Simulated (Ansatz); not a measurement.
# Si16B: the cost of one run

Method: DFT LDA, plane waves, PAW, scalar-relativistic, collinear spin, in Ansatz 0.2.0.

1 further run of the same task is left out (it didn't finish).

**1. Starting point**

The cell holds 17 atoms (BSi16): a = 7.679 Å, b = 7.679 Å, c = 7.679 Å, α = 60.00°, β = 60.00°, γ = 60.00°.

Coordinates:

```
CELL_PARAMETERS angstrom
0.00000 5.43000 5.43000
5.43000 0.00000 5.43000
5.43000 5.43000 0.00000
ATOMIC_POSITIONS crystal
Si 0.00000 0.00000 0.00000
Si 0.12500 0.12500 0.12500
Si 0.00000 0.00000 0.50000
Si 0.12500 0.12500 0.62500
Si 0.00000 0.50000 0.00000
Si 0.12500 0.62500 0.12500
Si 0.00000 0.50000 0.50000
Si 0.12500 0.62500 0.62500
Si 0.50000 0.00000 0.00000
Si 0.62500 0.12500 0.12500
Si 0.50000 0.00000 0.50000
Si 0.62500 0.12500 0.62500
Si 0.50000 0.50000 0.00000
Si 0.62500 0.62500 0.12500
Si 0.50000 0.50000 0.50000
Si 0.62500 0.62500 0.62500
B 0.74164 0.24306 0.25144
```

**2. End point A**

Input file input.yaml:

```yaml
crystal:
  lattice:
    - [0.0, 5.43, 5.43]
    - [5.43, 0.0, 5.43]
    - [5.43, 5.43, 0.0]
  atoms:
    - { symbol: Si, position: [0.0, 0.0, 0.0] }
    - { symbol: Si, position: [0.125, 0.125, 0.125] }
    - { symbol: Si, position: [0.0, 0.0, 0.5] }
    - { symbol: Si, position: [0.125, 0.125, 0.625] }
    - { symbol: Si, position: [0.0, 0.5, 0.0] }
    - { symbol: Si, position: [0.125, 0.625, 0.125] }
    - { symbol: Si, position: [0.0, 0.5, 0.5] }
    - { symbol: Si, position: [0.125, 0.625, 0.625] }
    - { symbol: Si, position: [0.5, 0.0, 0.0] }
    - { symbol: Si, position: [0.625, 0.125, 0.125] }
    - { symbol: Si, position: [0.5, 0.0, 0.5] }
    - { symbol: Si, position: [0.625, 0.125, 0.625] }
    - { symbol: Si, position: [0.5, 0.5, 0.0] }
    - { symbol: Si, position: [0.625, 0.625, 0.125] }
    - { symbol: Si, position: [0.5, 0.5, 0.5] }
    - { symbol: Si, position: [0.625, 0.625, 0.625] }
    - { symbol: B, position: [0.7416425, 0.243063, 0.2514362], spin: 1.0 }
magnetization:
  spin_polarized: true
basis:
  ecutwfc: 420.0
kpoints:
  mp_grid: { grid: [2, 2, 2] }
hamiltonian:
  xc: lda
  pseudopotentials: { kind: paw, azcp: { folder: soft_1 } }
scf:
  occupations: { method: fermi_dirac, width: 0.05 }
  lower_state_search: "off"
relax:
  f_tol: 0.03
  max_steps: 60
  adjacent_minimum: "off"
```

On the command line:

```sh
ansatz run input.yaml --threads 2 --pin off --max-ram 5120MiB --backend cpu --events-out ev --progress --plain --runs-dir out
```

Q: Estimate wall time and peak memory on 2 threads of Arm Neoverse V2, shared host.

About 84 s, with a peak of 0.61 GiB.
